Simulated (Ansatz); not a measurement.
**SbH2+ (triplet): from Hartree-Fock to the top rungs at scale of all distances = 1.277, def2-SVP**

How much of the correlation energy of SbH2+ (triplet) does each wave-function method recover here?

The runs use Ansatz 0.2.0, Gaussian basis; def2-SVP, core rule «outside noble gas», up to 9 orbitals frozen.

To be run: UHF; CCSD(T) on ROHF; CCSD(T) on UHF; BCCD(T) on ROHF; CISD; CCSDT(Q) on ROHF; CCSDT(Q) on UHF; CASSCF and MRCISD+Q, 4 electrons in 4 orbitals; CASSCF and NEVPT2, 4 electrons in 4 orbitals; CASSCF and MRCISD+Q, 6 electrons in 6 orbitals; CASSCF and NEVPT4(SD), 6 electrons in 6 orbitals; CASSCF and NEVPT2, 6 electrons in 6 orbitals; Full CI.

23 further runs of the same task are left out: 19 that didn't finish, 4 set aside as unsound or not needed.

## Step 1: The system

The geometry derives from a PBE0/def2-TZVP stationary point (not a proven minimum). All distances are scaled together. No spin-orbit coupling is included. Elements past krypton take def2 core potentials.

3 atoms, charge 1, spin multiplicity 3.

Atoms are counted from 1 here; the program's logs count them from 0.

Bond lengths: Sb1–H2 2.159 Å, Sb1–H3 2.159 Å. Angles: H2–Sb1–H3 120.6°.

## Step 2: UHF

File in.yaml:

```yaml
crystal:
  periodic: [false, false, false]
  atoms:
    - {symbol: Sb, position_ang: [0.000000, -0.017416, 0.000000]}
    - {symbol: H, position_ang: [0.000000, 1.051917, -1.875661]}
    - {symbol: H, position_ang: [0.000000, 1.051917, 1.875661]}
basis:
  gaussian: {orbitals: def2-SVP}
total_charge: 1
magnetization: {spin_polarized: true, initial_magnetization: 2}
hamiltonian: {xc: hf}
output: {orbitals: {seedname: orbitals}}
```

Run with:

```console
$ ansatz run in.yaml --threads 1 --pin off --events-out ev --progress --plain --max-ram 2393MiB
```

After this run come: CCSD(T) on ROHF; CCSD(T) on UHF; BCCD(T) on ROHF; CISD; CCSDT(Q) on ROHF; CCSDT(Q) on UHF; CASSCF and MRCISD+Q, 4 electrons in 4 orbitals; CASSCF and NEVPT2, 4 electrons in 4 orbitals; CASSCF and MRCISD+Q, 6 electrons in 6 orbitals; CASSCF and NEVPT4(SD), 6 electrons in 6 orbitals; CASSCF and NEVPT2, 6 electrons in 6 orbitals; Full CI.

Before running them: what should the planned runs give, taken together? Wanted: FCI below the RHF energy; RMP2 from FCI; UMP2 from FCI; RCCSD from FCI; RCCSD(T) from FCI; UCCSD(T) from FCI; RCCSDT(Q) from FCI; UCCSDT(Q) from FCI; NEVPT2 pair from FCI.

The runs gave:

```
                         quantity                                                                                                value
         FCI below the RHF energy                                                                                           -3.1200 eV
                    RMP2 from FCI                                                                                      +21.95 kcal/mol
                    UMP2 from FCI                                                                                      +25.70 kcal/mol
                   RCCSD from FCI                                                                                       +3.71 kcal/mol
                RCCSD(T) from FCI                                                                                       +1.12 kcal/mol
                UCCSD(T) from FCI                                                                                       +0.84 kcal/mol
               RCCSDT(Q) from FCI                                                                                       +0.01 kcal/mol
               UCCSDT(Q) from FCI                                                                                       -0.26 kcal/mol
             NEVPT2 pair from FCI                                                                                      +16.40 kcal/mol
           MRCISD+Q pair from FCI                                                                                       -0.76 kcal/mol
          NEVPT2 valence from FCI                                                                                       +7.76 kcal/mol
levels within 1 kcal/mol (43 meV)  UCCSD(T), RCCSDT, UCCSDT, RCCSDT(Q), UCCSDT(Q), MRCISD+Q pair, NEVPT4(SD) valence, MRCISD+Q valence
                    T1 diagnostic                                                                                                0.029
   effectively unpaired electrons                                                                                                 2.16
```

RCCSD(T) misses by +1.12 kcal/mol, 1.6 % of the correlation energy. UCCSDT, UCCSDT(Q), MRCISD+Q pair fall below full CI: unrestricted runs freeze a spin-polarised core, another one than full CI's, and coupled cluster isn't variational. One determinant dominates. Of the multireference levels listed MRCISD+Q valence comes nearest in total energy (+0.03 kcal/mol), which doesn't show that its space is the better one. These misses are within one basis, not against nature; the frozen cores of restricted and unrestricted runs differ, which can shift their rows.
